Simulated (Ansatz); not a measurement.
# CH4ClFNV: the cost of one run

Program: Ansatz 0.2.0, Gaussian basis. Level of theory: the settings change from run to run. These are calculated values, not measurements.

### 1 The relaxed structure

The structure was relaxed beforehand with PBE0-D4 in a triple-zeta def2 set.

SMILES `[CH3][V](=[NH])([F])[Cl]`, 9 atoms, charge 0, spin multiplicity 1.

Atoms are counted from 1 here; the program's logs count them from 0.

Bond lengths: C1–V2 1.994 Å, C1–H6 1.090 Å, C1–H7 1.095 Å, C1–H8 1.091 Å, V2–N3 1.597 Å, V2–F4 1.731 Å, V2–Cl5 2.155 Å, N3–H9 1.012 Å. Angles: V2–C1–H6 109.9°, V2–C1–H7 105.6°, V2–C1–H8 108.9°, H6–C1–H7 111.1°, H6–C1–H8 110.2°, H7–C1–H8 111.0°, C1–V2–N3 101.7°, C1–V2–F4 107.0°, C1–V2–Cl5 107.3°, N3–V2–F4 111.7°, N3–V2–Cl5 110.6°, F4–V2–Cl5 117.3°, V2–N3–H9 173.4°.

### 2 revPBE/def2-TZVP

This run has a grid of angular degree 23, D4 dispersion, high accuracy.

in.yaml

```yaml
crystal:
  periodic: [false, false, false]
  atoms:
    - {symbol: C, position_ang: [-1.237182, -0.121098, 0.109841]}
    - {symbol: V, position_ang: [0.711748, 0.245041, 0.317828]}
    - {symbol: N, position_ang: [1.321779, -0.527877, -0.939016]}
    - {symbol: F, position_ang: [1.204068, -0.476514, 1.811860]}
    - {symbol: Cl, position_ang: [0.988732, 2.372475, 0.109358]}
    - {symbol: H, position_ang: [-1.585909, 0.261749, -0.849716]}
    - {symbol: H, position_ang: [-1.724833, 0.396875, 0.941672]}
    - {symbol: H, position_ang: [-1.403667, -1.198184, 0.168679]}
    - {symbol: H, position_ang: [1.813763, -0.998666, -1.687506]}
basis:
  gaussian: {orbitals: def2-TZVP, final_grid: {core_spheres: 8, valence_spheres: 7, degree: 23}}
hamiltonian: {xc: {name: revPBE}, dispersion: d4}
accuracy: high
output: {forces: true}
```

The run is started by

```bash
$ ansatz run in.yaml --threads 4 --pin off --events-out ev --progress --plain --max-ram 10444MiB
```

**Question.** How long does this run take on 4 threads of Arm Neoverse V1, shared host, and how much memory does it need?

About 9 s, with a peak of 0.92 GiB.
